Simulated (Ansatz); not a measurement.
Run this with Ansatz 0.2.0, Python API and show what comes out.

Script `transition_al.py`:
```python
import csv
import warnings

import ansatz as az
import numpy as np


def diamond(first, a):
    return az.Crystal.diamond(first, a=a)


def bcc(a_site, a):
    return (
        az.Lattice.bcc(a)
        .space_group(229)
        .atom(a_site, (0, 0, 0))
        .primitive()
    )


def ground_state(name, crystal, pressure=0.0):
    calc = (
        crystal.calculation()
        .functional(az.Functional.PBESOL)
        .basis(500)
        .kpoints(spacing=0.14)
        .occupations('fermi_dirac', width=0.05)
    )
    calc = calc.relax(force_tolerance=0.01, max_steps=40, cell=True, pressure=pressure)
    return calc.run(threads=1)


def volume_per_atom(outcome):
    return abs(np.linalg.det(outcome.lattice.cell_ang)) / len(outcome.lattice.sites)


def main() -> None:
    warnings.simplefilter('ignore', az.DeckWarning)

    phases = {}
    phases['diamond'] = diamond('Al', 5.57)
    phases['bcc'] = bcc('Al', 3.21)

    pressures = [0, 5, 10, 20]
    enthalpy, volume = {name: [] for name in phases}, {name: [] for name in phases}
    for p in pressures:
        for name, crystal in phases.items():
            o = ground_state(name, crystal, pressure=p)
            volume[name].append(volume_per_atom(o))
            enthalpy[name].append(o.report['energy_sigma0_ev'] / len(o.lattice.sites) + p * volume[name][-1] / 160.21766)
    gap = np.array(enthalpy['bcc']) - np.array(enthalpy['diamond'])
    rows = [(p, va, vb, 1000 * d) for p, va, vb, d in zip(pressures, volume['diamond'], volume['bcc'], gap)]
    with open('transition.csv', 'w', newline='') as handle:
        writer = csv.writer(handle)
        writer.writerow(['P (GPa)', 'V diamond (A^3/atom)', 'V bcc (A^3/atom)', 'H(bcc) - H(diamond) (meV/atom)'])
        writer.writerows([round(v, 4) if isinstance(v, float) else v for v in row] for row in rows)
    print(open('transition.csv').read())
    crossings = [p0 - g0 * (p1 - p0) / (g1 - g0) for p0, p1, g0, g1 in zip(pressures, pressures[1:], gap, gap[1:]) if g0 * g1 < 0]
    print('crossing near', [round(float(p), 1) for p in crossings], 'GPa') if crossings else print('no crossing in this range')


if __name__ == '__main__':
    main()
```

Output of `python transition_al.py`:
```text
P (GPa),V diamond (A^3/atom),V bcc (A^3/atom),H(bcc) - H(diamond) (meV/atom)
0,26.9366,16.5861,-741.7199
5,24.3075,15.6155,-1035.3038
10,22.5754,14.8825,-1289.8385
20,20.254,13.7848,-1728.411

no crossing in this range
```

Total energies depend on the potentials; only differences at equal settings carry meaning. At a fixed pressure a relaxation lowers the enthalpy F + PV, while F alone can rise. Only these two structures are compared, at zero temperature and with their symmetry kept; either may be hypothetical, and another phase may be lower than both. Differences under 10 to 15 meV an atom lie within the error of mesh and functional. The cells are prototypes set up for this calculation and needn't exist. Run time: 55 s on 1 thread of Arm Neoverse V2, with other jobs on the host, peak memory 0.45 GiB.
